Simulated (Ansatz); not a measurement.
This script drives Ansatz 0.2.0, Python API.

`cu_pdos.py`
```python
"""Projected density of states of Cu."""

import logging
import sys
import warnings

import ansatz as az
import numpy as np

logging.basicConfig(stream=sys.stdout, format="%(levelname)s %(message)s")
log = logging.getLogger("cu")
log.setLevel(logging.INFO)


def main() -> None:
    warnings.simplefilter("ignore", az.DeckWarning)

    lattice = az.Lattice.of(
        [2.50365822, 0.0, 0.0],
        [-1.25182911, 2.16823162, 0.0],
        [0.0, 0.0, 24.57558927],
    )
    sites = [
        ("Cu", [0.0, 0.0, 0.37376445]),
        ("Cu", [2 / 3, 1 / 3, 0.28961442]),
        ("Cu", [1 / 3, 2 / 3, 0.45799086]),
        ("Cu", [0.0, 0.0, 0.62623555]),
        ("Cu", [2 / 3, 1 / 3, 0.54200914]),
        ("Cu", [1 / 3, 2 / 3, 0.71038558]),
    ]
    system = az.Crystal(lattice=lattice)
    for symbol, position in sites:
        system = system.atom(symbol, position)

    calc = system.calculation()
    calc = calc.functional(az.Functional.PBESOL).basis(550)
    calc = calc.kpoints(10, 10, 1)
    calc = calc.occupations(az.OccupationsMethod.FERMI_DIRAC, width=0.1)
    calc = calc.scf(extra_bands=18)
    calc = calc.density_of_states(projected=True, energy_step=0.05)
    planned = calc.session().plan(threads=1)
    facts = planned.describe()
    print("plan:", facts["n_bands"], "bands,", len(facts["kpoints_frac"]), "k-points, plane waves", facts["n_pw_range"], "grid", facts["fft_dense"])
    out = planned.execute()
    r = out.report

    dos = out.density_of_states()
    energy = np.asarray(dos.energies_ev) - dos.fermi_ev
    curves = {}
    for site in out.projected_density_of_states().sites:
        for shell in site.shells:
            weight = sum(np.sum(curve.g_bin_mean_per_ev, axis=0) for curve in shell.curves)
            name = f"{site.species} {shell.label}"
            curves[name] = curves.get(name, 0) + weight

    step = energy[1] - energy[0]
    windows = [(-6, -3), (-3, 0), (0, 6)]
    print("states by shell in windows of E - E_F (eV):", windows)
    for name, g in curves.items():
        print(f"{name:8s}", " ".join(f"{step * g[(energy >= a) & (energy < b)].sum():8.3f}" for a, b in windows))
    filled = (energy < 0) & (energy > -6)
    for name, g in curves.items():
        if g[filled].sum() * step > 0.5:
            log.info(f"centre of {name}: {np.average(energy[filled], weights=g[filled]):.2f} eV")


if __name__ == "__main__":
    main()
```

It is started by `python cu_pdos.py`. Estimate its wall time and peak memory on 1 thread of Arm Neoverse V1 (shared host).

It took about 17 s, with a peak of 0.55 GiB, for 1 run of the engine.

```console
$ python cu_pdos.py
plan: 75 bands, 14 k-points, plane waves [3872, 3933] grid [20, 20, 192]
states by shell in windows of E - E_F (eV): [(-6, -3), (-3, 0), (0, 6)]
Cu 3S       0.002    0.003    0.013
Cu 4S       2.374    1.757    3.413
Cu 3P       0.025    0.009    0.002
Cu 3D      24.750   33.652    1.123
INFO centre of Cu 4S: -3.36 eV
INFO centre of Cu 3D: -2.88 eV
```

What to keep in mind:
- No spin polarisation was allowed.
- The cell holds layers, chains or clusters in vacuum, no bulk phase.
- The mesh is modest for a metal, so energies can be off by several to tens of meV an atom and pressures by half a GPa or more; differences at equal mesh fare better.
- This isn't the structure that Cu takes at ambient conditions.
- Curves are summed over the cell's atoms. Only shells that the potentials hold have channels, so projections don't add up to the total, least of all where a shell is missing (p of most metals); heights and places of peaks move with the mesh.
- The density of states is complete only as far up as bands were computed.
- A band centre counts only the states inside the window taken.
